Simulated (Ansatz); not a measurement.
# ZrIn: how the settings move a single-point run

Question: which choices in the input matter for ZrIn?

Method: reference: DFT, LDA, all-electron LAPW, scalar-relativistic, in Ansatz 0.2.0.

## Step 1: Starting point

Symmetry: R-3m, No. 166, trigonal system. The conventional cell has a = 3.237 Å, b = 3.237 Å, c = 15.365 Å, α = 90.00°, β = 90.00°, γ = 120.00°. Zr (site symmetry -3m) has 6 In at 3.17 Å and 6 Zr at 3.24 Å as nearest neighbours. In (site symmetry -3m) has 6 Zr at 3.17 Å and 6 In at 3.24 Å as nearest neighbours.

Coordinates:

```xyz
2
Lattice="1.6183 0.9343 5.1216 -1.6183 0.9343 5.1216 0.0000 -1.8687 5.1216" Properties=species:S:1:pos:R:3 pbc="T T T"
Zr    0.0000    0.0000    7.6824
In    0.0000    0.0000    0.0000
```

## Step 2: Baseline

input.yaml

```yaml
crystal:
  lattice:
    - [1.6183000722, 0.9343259823, 5.1215826104]
    - [-1.6183000722, 0.9343259823, 5.1215826104]
    - [0.0, -1.8686519646, 5.1215826104]
  atoms:
    - { symbol: Zr, position: [0.5, 0.5, 0.5], spin: 0.3 }
    - { symbol: In, position: [0.0, 0.0, 0.0] }
magnetization:
  spin_polarized: true
  initial_magnetization: 0.3
  spin_locking: { lock_magnetization: hard }
kpoints:
  mp_grid: { grid: [14, 14, 14] }
scf:
  occupations: { method: fermi_dirac, width: 0.1 }
  lower_state_search: "off"
hamiltonian:
  xc: lda
  pseudopotentials: { kind: all_electron, lapw: { basis_error: 0.0005 } }
output:
  forces: true
  stress: true
  eigenvalues: false
```

On the command line:

```bash
$ ansatz run input.yaml --threads 1 --pin off --max-ram 3072MiB --backend cpu --events-out ev --progress --plain --runs-dir out
```

## Step 3: Variant: scf.algorithm density_mixing

Edit input.yaml of step 2 so:

```diff
@@ -17,2 +17,3 @@
   lower_state_search: "off"
+  algorithm: density_mixing
 hamiltonian:
```

Before running it: what results should come out? Wanted: for each run, ending; energy change; pressure; abs. moment; force.

**Answer**, as computed:

```tsv
run	ending	energy change	pressure (GPa)	abs. moment (μB)	force (eV/Å)	cycles	time
reference	converged	0	-6.5	0.30	0.00	10	100 s
1: scf.algorithm density_mixing	converged	0.0 meV/atom	-6.5	0.30	0.00	10	93 s
```

Residual by cycle in the longest SCF loop of each run; runs are numbered as in the table. The quantity is the density residual dr2, in eV.

```tsv
cycle	reference	run 1
1	0.913	0.913
2	0.496	0.496
3	0.136	0.136
4	0.00949	0.00949
5	0.0014	0.0014
6	7.6e-5	7.6e-5
7	1.1e-5	1.1e-5
8	3.1e-6	3.1e-6
9	1.3e-7	1.3e-7
10	1.7e-8	1.7e-8
```

Energy and cycle count are those of the reference, so the change (solver) left the result and the number of cycles as they were.
